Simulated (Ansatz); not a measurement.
Working through energies of removing a hydrogen of C2H6GeTe, SMILES C=C[Te][GeH3]

Computed with the Ansatz DFT code, driven from Python.

Run as a notebook:

**Cell 1**
```python
import ansatz as az
```

**Cell 2**
```python
config = {
    "basis_set": "def2-SVP",
    "functional": "b3lyp",
    "vdw": "d3bj",
}
```

**Cell 3**
```python
def total_energy(molecule, charge=0, unpaired=0):
    calc = (
        molecule.calculation()
        .basis(gaussian=config["basis_set"])
        .functional(config["functional"], dispersion=config["vdw"])
    )
    if charge:
        calc = calc.charge(charge)
    if unpaired:
        calc = calc.spin("collinear", total=unpaired)
    return calc.run().report["free_energy_ev"]
```

**Cell 4**
```python
GEOMETRY = """
C    -0.93030   -1.39910   -1.11320
C     0.23100   -1.31010   -0.57990
Te    1.49920    0.32420   -0.98590
Ge    0.60760    1.60380    1.01200
H    -1.31770   -0.56570   -1.79670
H    -1.63820   -2.17470   -0.91830
H     0.59460   -2.10230    0.08130
H     0.80410    0.79580    2.30720
H    -0.98470    1.79620    0.83210
H     1.21760    2.98070    1.16450
"""
```

**Cell 5**
```python
def without(molecule, index):
    rest = az.Crystal.molecule()
    for i, site in enumerate(molecule.cartesian_sites):
        if i != index:
            rest = rest.atom(site.symbol, site.position_ang)
    return rest

geometry = az.Crystal.molecule()
for line in GEOMETRY.strip().splitlines():
    symbol, *xyz = line.split()
    geometry = geometry.atom(symbol, [float(v) for v in xyz])
```

**Cell 6**
```python
whole = total_energy(geometry, 0)
hydrogen = total_energy(az.Crystal.molecule().atom("H", (0, 0, 0)), 0, 1)
print(f"E(molecule) = {whole:.5f} eV, E(H) = {hydrogen:.5f} eV")
for index in [5, 6, 9]:
    radical = total_energy(without(geometry, index), 0, 1)
    print(f"H{index}: homolysis {(radical + hydrogen - whole):.3f} eV")
    anion = total_energy(without(geometry, index), -1)
    print(f"H{index}: loss of a proton {(anion - whole):.3f} eV")
```
Output:
```text
E(molecule) = -65977.85876 eV, E(H) = -13.63995 eV
H5: homolysis 4.912 eV
H5: loss of a proton 17.431 eV
H6: homolysis 4.759 eV
H6: loss of a proton 17.500 eV
H9: homolysis 3.701 eV
H9: loss of a proton 15.869 eV
```

Reading the output:
- These settings explore the input space; basis and method may be short of convergence.
- The geometry is a force-field or estimated start, not a minimum of this method, and the basis set is short of its limit. All parts are taken at fixed geometry, without zero-point energy.
- def2 sets replace the cores of elements past krypton by effective core potentials.
- b3lyp holds the VWN-RPA fit, as in Gaussian; the form of ORCA and Turbomole is b3lyp5.
- The spin-orbit lowering of heavy atoms is left out.
- Anions want diffuse functions, which this basis lacks.
- Run time: 44 s on 1 thread of Arm Neoverse V2 (shared host), peak memory 0.45 GiB.

(Lines on the test bed's own set-up are left out of the output.)
